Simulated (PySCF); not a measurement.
# Br3ClSn (SnClBr3): the cost of one run

Programs: PySCF 2.14.0, with routines of our own; each step states its level. All values are computed. Atoms count from 0.

### 1 The system as given

5 atoms, charge 0, multiplicity 1; geometry from: GFN2-xTB.

### 2 Optimising the geometry at PBE0-D3(BJ)/def2-SVP

The job: settings as JSON, then the geometry in Å.

```
{"job": {"xc": "PBE0", "basis": "def2-SVP", "d3": "d3bj", "grid": 1, "maxiter": 30, "shake": 0.03, "kind": "geom"}, "charge": 0, "multiplicity": 1}
Sn     0.061690    -0.077030     0.060080
Cl    -0.006940    -0.030090     2.372170
Br     2.328240     0.003700    -0.844480
Br    -1.104410     2.082300    -0.799980
Br    -1.203730    -2.089370    -0.849910
```

Command:

```sh
OMP_NUM_THREADS=1 python heavy_run.py task.json out
```

This one command runs all jobs of the session in turn.

Q: Estimate the wall time and peak memory of this first job on 1 thread of AMD EPYC 9R14, shared host.

About 91 s, with a peak of 0.71 GiB.
